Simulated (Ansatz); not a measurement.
# C2H8NOSb: the cost of one run

All numbers below are computed with Ansatz 0.2.0 (RKS B3LYP-D4/def2-SVP).

## (1) Starting point

Bond lengths: C1–C2 1.487 Å, C2–N3 1.448 Å, C2–O4 1.430 Å, O4–Sb5 2.016 Å, C1–H6 1.181 Å, C1–H7 1.111 Å, C1–H8 1.059 Å, C2–H9 1.160 Å, N3–H10 1.074 Å, N3–H11 1.074 Å, Sb5–H12 1.788 Å, Sb5–H13 1.788 Å. Angles (14 of 19 angles, heavy atoms first): C1–C2–N3 106.9°, C1–C2–O4 114.1°, N3–C2–O4 107.4°, C2–O4–Sb5 111.6°, C1–C2–H9 108.1°, N3–C2–H9 110.0°, O4–C2–H9 110.3°, C2–C1–H6 109.2°, C2–C1–H7 110.7°, C2–C1–H8 112.9°, C2–N3–H10 106.8°, C2–N3–H11 107.6°, O4–Sb5–H12 91.3°, O4–Sb5–H13 96.1°.

Coordinates:

```xyz
13

C    -1.3236   -0.5515    0.1244
C     0.1146   -0.2901   -0.1477
N     0.7026   -1.5517   -0.5482
O     0.3482    0.6444   -1.2044
Sb    0.6168    2.5128   -0.4977
H    -1.8611    0.4679    0.3829
H    -1.8376   -0.9101   -0.7931
H    -1.4749   -1.2055    0.9433
H     0.6061    0.0820    0.8350
H     1.7492   -1.3703   -0.7053
H     0.6973   -2.1999    0.3087
H     2.1003    2.0172    0.3688
H    -0.4175    2.3199    0.9481
```

## (2) Relaxing end A

The input, input.yaml:

```yaml
crystal:
  periodic: [false, false, false]
  atoms:
    - { symbol: C, position_ang: [-1.3236, -0.5515, 0.1244] }
    - { symbol: C, position_ang: [0.1146, -0.2901, -0.1477] }
    - { symbol: "N", position_ang: [0.7026, -1.5517, -0.5482] }
    - { symbol: O, position_ang: [0.3482, 0.6444, -1.2044] }
    - { symbol: Sb, position_ang: [0.6168, 2.5128, -0.4977] }
    - { symbol: H, position_ang: [-1.8611, 0.4679, 0.3829] }
    - { symbol: H, position_ang: [-1.8376, -0.9101, -0.7931] }
    - { symbol: H, position_ang: [-1.4749, -1.2055, 0.9433] }
    - { symbol: H, position_ang: [0.6061, 0.082, 0.835] }
    - { symbol: H, position_ang: [1.7492, -1.3703, -0.7053] }
    - { symbol: H, position_ang: [0.6973, -2.1999, 0.3087] }
    - { symbol: H, position_ang: [2.1003, 2.0172, 0.3688] }
    - { symbol: H, position_ang: [-0.4175, 2.3199, 0.9481] }
basis:
  gaussian: { orbitals: def2-SVP }
hamiltonian:
  xc: b3lyp
  dispersion: d4
relax:
  f_tol: 0.015
  max_steps: 40
```

Run with:

```
> ansatz run input.yaml --threads 2 --pin off --max-ram 3072MiB --backend cpu --events-out ev --progress --plain --runs-dir out
```

Q: Estimate wall time and peak memory on 2 threads of Intel Xeon 6975P-C (Granite Rapids), shared host.

About 40 s, with a peak of 0.33 GiB.
